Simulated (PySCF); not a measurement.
# C6H6F2: electronic excitations

What electronic excitations should C6H6F2 (`C/C(F)=C1\C=C(F)C1`) show?

Computed with PySCF 2.14.0, with density-fitted response routines of our own, on a single molecule in the gas phase. Atoms are numbered from 0 throughout.

## (1) The starting structure

14 atoms, charge 0, multiplicity 1; geometry from: GFN2-xTB.

Bonds of the start (Å): C0–C1 1.49, C1–F2 1.36, C1–C3 1.32, C3–C4 1.46, C4–C5 1.34, C5–F6 1.33, C5–C7 1.50, C7–C3 1.53, C0–H8 1.09, C0–H9 1.08, C0–H10 1.09, C4–H11 1.07, C7–H12 1.09, C7–H13 1.09.

## (2) TDDFT and polarisability: CAM-B3LYP/def2-SVPD

What the job is given:

```
{"job": {"kind": "uv", "xc": "CAM-B3LYP", "basis": "def2-SVPD", "nstates": 8, "ntriplets": 3}, "charge": 0, "multiplicity": 1}
C      2.277703    -0.097458     0.010202
C      0.988989     0.605342    -0.235201
F      1.148747     1.871200    -0.703216
C     -0.236998     0.140839    -0.050715
C     -0.818330    -1.117182     0.419368
C     -2.058263    -0.641269     0.256698
F     -3.276565    -1.139395     0.451483
C     -1.641615     0.712783    -0.246936
H      2.870770     0.458329     0.735825
H      2.092912    -1.098512     0.383497
H      2.850775    -0.153172    -0.914767
H     -0.397169    -2.043236     0.756355
H     -1.892248     1.557941     0.392095
H     -1.909386     0.943318    -1.276854
```

With the program's defaults for keys left out, this is: TDDFT CAM-B3LYP/def2-SVPD, vertical, gas phase, core orbitals frozen in the response.

The run is started by

```bash
> OMP_NUM_THREADS=1 python probes_run.py task.json out
```

This one command runs all jobs of the session in turn.

Predict these results of the whole session: lowest singlet (CAM-B3LYP/def2-SVPD); lowest triplet.

The runs gave:

| quantity | value |
| --- | --- |
| lowest singlet (CAM-B3LYP/def2-SVPD) | 5.83 eV (213 nm), f = 0.378 |
| lowest triplet | 3.42 eV |

What this shows: The first singlet state (HOMO→LUMO 0.95) lies at 5.83 eV and is bright. The lowest triplet lies 2.41 eV below the lowest singlet (triplets in Tamm-Dancoff, singlets in full TDDFT).
